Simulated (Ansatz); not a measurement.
# HfCl (octet): from Hartree-Fock to the top rungs, def2-QZVPP

The task here is to estimate one member of a computed series from the others.

Program: Ansatz 0.2.0, Gaussian basis. Level of theory: def2-QZVPP, core rule «outside noble gas», up to 9 orbitals frozen. These are calculated values, not measurements.

The runs, in order: UHF; ROHF; CCSD(T) on UHF.

## What is computed

The geometry is a PBE0/def2-TZVP stationary point (not a proven minimum) of the parent state, kept for this charge and spin. No spin-orbit coupling is included. Elements past krypton take def2 core potentials.

2 atoms, charge 0, spin multiplicity 8.

Atoms are counted from 1 here; the program's logs count them from 0.

Bond lengths: Hf1–Cl2 3.106 Å.

Set-up of the first run:

File in.yaml:

```yaml
crystal:
  periodic: [false, false, false]
  atoms:
    - {symbol: Hf, position_ang: [0.000000, 0.000000, 0.000000]}
    - {symbol: Cl, position_ang: [0.000000, 0.000000, 3.105600]}
basis:
  gaussian: {orbitals: "def2-QZVPP.json"}
magnetization: {spin_polarized: true, initial_magnetization: 7}
hamiltonian: {xc: hf}
output: {orbitals: {seedname: orbitals}}
```

The run is started by

```bash
ansatz run in.yaml --threads 1 --pin off --events-out ev --progress --plain --max-ram 4096MiB --backend cpu
```

Steps of the session up to this table: UHF; ROHF; CCSD(T) on UHF.

One of the session's tables, all rows but one given; the rest of the session is left out.

It belongs to the step «Misses and costs». 

| method | from UCCSD(T) (kcal/mol) |
| --- | --- |
| ROHF | +147.49 |
| UHF | ? |
| UMP2 | +28.36 |
| UCCSD | +5.55 |
| UCCSD(T) | 0 |

Q: Estimate the row for UHF from the others.

As computed: from UCCSD(T) (kcal/mol): +141.36. In the column «from UCCSD(T) (kcal/mol)» it lies between UMP2 (+28.36) and ROHF (+147.49).
